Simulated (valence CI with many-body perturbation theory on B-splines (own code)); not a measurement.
**Levels and ionisation energy of W⁶⁷⁺**

Aim: the low levels of W⁶⁷⁺, its ionisation energy, and how pure its levels are, set against NIST.

Method: configuration interaction of the valence electrons, many-body perturbation theory for a frozen closed Dirac-Fock core, no-pair Dirac Hamiltonian, B-spline basis. Code: an in-house CI+MBPT code version 3.

## (1) Starting point

| Item | Value |
| --- | --- |
| element | tungsten (Z = 74, A = 184) |
| charge | +67 |
| frozen core | [He] |
| start configuration of the valence electrons | 2s2 2p3 |
| nuclear rms radius | 5.3658 fm |

## (2) The run

Settings of the run:

```ini
atom W  Z=74  mass_number=184  rms_radius_fm=5.3658
core [He]
valence 2s2 2p3
avg = 1
basis = M
breit = 1
cap = 40000
capref = 1200
cscale = 1
de = 0.0
dress = 0
eps = 2e-08
h = 0.27
hh = 1
l2 = 3
lcore = 6
maxit = 60
n2 = 5
natural = 1
nlev = 45
nno = [5, 5, 5, 4, 2, 1]
nroot = 26
nsp = [4, 4, 3, 2, 1, 0]
pt2 = 1
qed = 1
rpa = 1
s1 = 1
s2 = 1
s3 = 1
screen = 1
tol = 2e-05
```

Command:

```sh
python run_cv.py task.json out
```

task.json holds these settings.

What does the calculation give? Wanted: for each run, computed; tabulated.

The runs gave:

```
                                  quantity                    computed                       tabulated
                              lowest level             2s2 2p3 ²P° 3/2                  2s2 2p3 ²P°3/2
                          first excitation  2s2 2p3 ⁴S° 3/2, 1387.7 eV                               -
    ionisation energy, to 2s2 2p2 ³P J = 0                    16635 eV  16588 ± 11 eV (semi-empirical)
 dipole polarisability of the lowest level             6.759e-05 bohr³                               -
     hyperfine A/(μ/I) of the lowest level                  818237 MHz                               -
no level missing from the run's list below                  11896.7 eV                               -
```

**Reading.** The ionisation energy is 47.3 eV (0.29 %) above the NIST entry, whose uncertainty is 11 eV. Of the added terms Breit moves the ionisation energy most, by -14.1 eV. The lowest level is 100 % 2s2 2p3, but only 49 % ²P° beside 27 % ²D°, so its LS name says little. Cautions: intervals between levels of different J carry noise of about a tenth of the second-order remainder, tens of cm⁻¹ or more; by estimate large intervals hold to a few tenths of a per cent, small ones and the rates on them less well.
